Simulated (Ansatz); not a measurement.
**Molecular dynamics of LiBH4**

Input:

```yaml
crystal:
  lattice:
    - [-4.113373, -4.121167, 0.0]
    - [4.113907, -4.121167, 0.0]
    - [-0.010713, -0.019314, 5.117309]
  atoms:
    - { symbol: Li, position: [0.88231211, 0.31517316, 0.86673863] }
    - { symbol: Li, position: [0.19373027, 0.60293121, 0.15585552] }
    - { symbol: B, position: [0.16666095, 0.54011655, 0.68469809] }
    - { symbol: B, position: [0.77108682, 0.47358859, 0.27702261] }
    - { symbol: H, position: [0.82789827, 0.63823052, 0.16146324] }
    - { symbol: H, position: [0.62813746, 0.39976427, 0.11953556] }
    - { symbol: H, position: [0.14612276, 0.98493659, 0.34667817] }
    - { symbol: H, position: [0.87131532, 0.01464266, 0.57737351] }
    - { symbol: H, position: [0.37491387, 0.52896432, 0.75733801] }
    - { symbol: H, position: [0.04491607, 0.61244653, 0.84312926] }
    - { symbol: H, position: [0.07801887, 0.3783347, 0.58009942] }
    - { symbol: H, position: [0.943813, 0.33526409, 0.26134801] }
    - { symbol: Li, position: [0.32846589, 1.19602177, 0.63859356] }
    - { symbol: Li, position: [0.57579083, -0.20417839, 0.46614682] }
    - { symbol: B, position: [0.74811292, -0.01002374, 0.77271996] }
    - { symbol: B, position: [0.3236416, 1.03822782, 0.21557591] }
    - { symbol: H, position: [0.49243978, 0.05862825, 0.35221837] }
    - { symbol: H, position: [0.26470231, 0.19886066, 0.04310302] }
    - { symbol: H, position: [0.66084008, 0.48912062, 0.48793345] }
    - { symbol: H, position: [0.15690214, 0.71301271, 0.5264996] }
    - { symbol: H, position: [0.90361177, 1.01283051, 0.94436693] }
    - { symbol: H, position: [0.63278985, 0.156011, 0.80909305] }
    - { symbol: H, position: [0.66983731, 0.79414596, 0.77430482] }
    - { symbol: H, position: [0.33747583, 0.85536615, 0.07486004] }
basis:
  ecutwfc: 420.0
kpoints:
  mp_grid: { grid: [2, 2, 2] }
hamiltonian:
  xc: pbesol
scf:
  occupations: { method: fermi_dirac, width: 0.05 }
  lower_state_search: "off"
  max_iter: 72
md:
  timestep: 0.5
  n_steps: 200
  ensemble: nvt_nose_hoover
  temperature: 1920.0
  initial_velocities: maxwell_boltzmann
  seed: 379897
  nose_hoover: { tau: 10.0, chain_length: 1 }
```

Command:

```bash
$ ansatz run input.yaml --threads 1 --pin off --max-ram 3072MiB --backend cpu --events-out ev --progress --plain --runs-dir out
```

It goes on from the last frame of an earlier run, with new velocities.

Output, in part (step lines):

```
md step     0: t =     0.00 fs  T =  1920.0 K  F+E_penalty+E_count = -1677.84925383 eV  E_kin = 5.708122 eV  conserved = -1672.14113228 eV  (7 SCF iters)
md step     1: t =     0.50 fs  T =  1881.0 K  F+E_penalty+E_count = -1677.73225637 eV  E_kin = 5.592204 eV  conserved = -1672.14012365 eV  (6 SCF iters)
md step     2: t =     1.00 fs  T =  1815.6 K  F+E_penalty+E_count = -1677.53576119 eV  E_kin = 5.397828 eV  conserved = -1672.13867480 eV  (6 SCF iters)
md step     3: t =     1.50 fs  T =  1731.3 K  F+E_penalty+E_count = -1677.28127662 eV  E_kin = 5.147038 eV  conserved = -1672.13708173 eV  (6 SCF iters)
md step     4: t =     2.00 fs  T =  1636.7 K  F+E_penalty+E_count = -1676.99385959 eV  E_kin = 4.865776 eV  conserved = -1672.13538963 eV  (6 SCF iters)
md step     5: t =     2.50 fs  T =  1541.3 K  F+E_penalty+E_count = -1676.70076963 eV  E_kin = 4.582203 eV  conserved = -1672.13356026 eV  (4 SCF iters)
md step     6: t =     3.00 fs  T =  1455.2 K  F+E_penalty+E_count = -1676.43129259 eV  E_kin = 4.326227 eV  conserved = -1672.13168075 eV  (4 SCF iters)
md step     7: t =     3.50 fs  T =  1388.4 K  F+E_penalty+E_count = -1676.21495123 eV  E_kin = 4.127635 eV  conserved = -1672.13005075 eV  (3 SCF iters)
[... lines left out ...]
md step   200: t =   100.00 fs  T =  1907.7 K  F+E_penalty+E_count = -1675.94663860 eV  E_kin = 5.671636 eV  conserved = -1672.13738699 eV  (7 SCF iters)
```

The steps, from the saved trajectory:

```csv
time (fs),T (K),potential energy less start (eV),conserved less start (meV/atom)
0.0,1920,0.000,0.00
3.0,1455,1.418,0.39
6.0,1498,1.473,0.31
9.0,1882,0.744,0.13
12.0,1844,1.357,0.36
15.0,1831,1.916,0.26
18.0,1579,3.201,0.54
21.0,1853,3.043,0.34
24.0,1954,3.570,0.46
27.0,2035,4.123,0.45
30.0,2114,4.684,0.66
33.0,2184,5.157,0.73
36.0,2657,4.304,0.46
39.0,2334,5.419,0.77
42.0,2240,5.529,0.35
45.0,1839,6.423,0.83
48.0,1746,6.467,0.86
51.0,2369,4.383,0.42
54.0,2179,4.459,0.53
57.0,1850,4.879,0.46
60.0,1624,5.085,0.46
63.0,1636,4.765,0.60
66.0,2026,3.372,0.15
69.0,1781,3.874,0.65
72.0,1985,3.041,0.03
75.0,1367,4.730,0.83
78.0,1649,3.912,0.33
81.0,2027,2.966,0.34
84.0,2361,2.132,0.49
87.0,2440,1.758,0.21
90.0,1810,3.269,0.57
93.0,1815,2.965,0.48
96.0,2080,1.885,0.22
99.0,2007,1.735,0.10
```

The run went to its last step. The conserved energy stayed within 0.97 meV per atom of its start (net change 0.16 meV per atom), so the integration is sound. A run of 0.1 ps of so small a system gives no equilibrium averages. Limits of this set-up: coarse k mesh.

Mean squared displacements from the first frame to the last, about the centre of mass: Li 5.64 Å², B 0.56 Å², H 2.16 Å².

Last frame:

```xyz
24
Lattice="-4.1134 -4.1212 0.0000 4.1139 -4.1212 0.0000 -0.0107 -0.0193 5.1173" Properties=species:S:1:pos:R:3
Li -0.719 -5.706 4.052
Li 0.907 -2.905 1.134
B 0.995 -3.262 3.980
B -0.911 -5.040 1.663
H -0.782 -6.185 1.921
H 0.203 -4.582 1.305
H 3.841 -4.141 2.571
H -3.164 -3.094 2.947
H 0.014 -4.156 4.133
H 1.640 -3.630 4.897
H 0.709 -2.196 4.225
H -1.379 -5.123 0.612
Li 0.608 -7.929 0.711
Li -2.668 -1.200 2.381
B -2.402 -2.807 3.923
B 3.163 -4.839 1.562
H -1.695 0.228 1.139
H -1.339 -1.861 1.908
H -1.397 -4.410 2.466
H 1.657 -3.330 2.981
H 0.849 -6.254 4.670
H -2.420 -3.867 4.443
H 2.799 -6.185 3.887
H 3.855 -5.102 0.724
```

The run took 3.1 min on 1 thread of Intel(R) Xeon(R) 6975P-C (Granite Rapids), with other jobs on the host, peak memory 0.44 GiB.
